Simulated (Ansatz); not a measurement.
Geometry optimisation, DFT LDA, scalar-relativistic, plane waves, PAW in Ansatz 0.2.0.

The input (input.yaml):

```yaml
crystal:
  lattice:
    - [0.0, 5.43, 5.43]
    - [5.43, 0.0, 5.43]
    - [5.43, 5.43, 0.0]
  atoms:
    - { symbol: Si, position: [0.0, 0.0, 0.0] }
    - { symbol: Si, position: [0.125, 0.125, 0.125] }
    - { symbol: Si, position: [0.0, 0.0, 0.5] }
    - { symbol: Si, position: [0.125, 0.125, 0.625] }
    - { symbol: Si, position: [0.0, 0.5, 0.0] }
    - { symbol: Si, position: [0.125, 0.625, 0.125] }
    - { symbol: Si, position: [0.0, 0.5, 0.5] }
    - { symbol: Si, position: [0.125, 0.625, 0.625] }
    - { symbol: Si, position: [0.5, 0.0, 0.0] }
    - { symbol: Si, position: [0.625, 0.125, 0.125] }
    - { symbol: Si, position: [0.5, 0.0, 0.5] }
    - { symbol: Si, position: [0.625, 0.125, 0.625] }
    - { symbol: Si, position: [0.5, 0.5, 0.0] }
    - { symbol: Si, position: [0.625, 0.625, 0.125] }
    - { symbol: Si, position: [0.5, 0.5, 0.5] }
    - { symbol: Si, position: [0.625, 0.625, 0.625] }
    - { symbol: O, position: [0.8768041, 0.8757385, 0.3789793], spin: 1.0 }
magnetization:
  spin_polarized: true
basis:
  ecutwfc: 420.0
kpoints:
  mp_grid: { grid: [2, 2, 2] }
hamiltonian:
  xc: lda
  pseudopotentials: { kind: paw, azcp: { folder: soft_1 } }
scf:
  occupations: { method: fermi_dirac, width: 0.05 }
  lower_state_search: "off"
relax:
  f_tol: 0.08
  max_steps: 25
  adjacent_minimum: "off"
output:
  write_density: true
  write_potential: true
  elf: true
  volumetric_format: npy
```

Command:

```bash
$ ansatz run input.yaml --threads 1 --pin off --max-ram 3072MiB --backend cpu --events-out ev --progress --plain --runs-dir out
```

Q: Where does it end, and by what steps?

A: It converged. Limits of this set-up: coarse k mesh, PAW files made for another functional, a small cell, in which the defect meets its images. After 16 steps the energy has fallen by 3.581 eV; O17 moved furthest, 1.38 Å. Joined: Si3–O17 (2.31 → 1.65 Å), Si8–O17 (2.68 → 1.65 Å).

| step | energy less start (eV) | largest force component (eV/Å) | accepted |
| --- | --- | --- | --- |
| 0 | 0.0000 | 0.484 | yes |
| 1 | -0.0943 | 0.393 | yes |
| 2 | -0.5411 | 0.924 | yes |
| 3 | -0.8684 | 0.753 | yes |
| 4 | -1.1530 | 1.000 | yes |
| 5 | -1.3371 | 0.330 | yes |
| 6 | -1.3728 | 0.449 | yes |
| 7 | -1.4062 | 0.333 | yes |
| 8 | -1.4301 | 0.411 | yes |
| 9 | -1.4812 | 0.760 | yes |
| 10 | -1.6545 | 1.156 | yes |
| 11 | -1.9411 | 1.603 | yes |
| 12 | -2.5210 | 3.132 | yes |
| 13 | -3.2821 | 1.115 | yes |
| 14 | -3.5538 | 0.320 | yes |
| 15 | -3.5736 | 0.128 | yes |
| 16 | -3.5814 | 0.034 | yes |

```xyz
17
Lattice="0.0000 5.4300 5.4300 5.4300 0.0000 5.4300 5.4300 5.4300 0.0000" Properties=species:S:1:pos:R:3
Si -0.023 0.032 -0.059
Si 1.337 1.273 1.424
Si 2.856 2.369 0.067
Si 3.860 4.156 1.146
Si 2.693 -0.058 2.750
Si 4.022 1.386 4.031
Si 5.158 2.753 2.479
Si 6.556 4.042 3.812
Si -0.003 2.599 2.815
Si 1.341 4.040 4.093
Si 2.691 5.421 2.752
Si 4.261 6.502 4.175
Si 2.668 2.667 5.459
Si 4.041 3.931 6.885
Si 5.555 5.166 5.572
Si 6.735 6.764 6.833
O 7.367 8.077 9.581
```

Whether the end is a true minimum wasn't checked by a vibrational analysis.

Time of the run: 2.3 min on 1 thread of Intel(R) Xeon(R) 6975P-C (Granite Rapids), with other jobs on the host, peak memory 0.65 GiB.
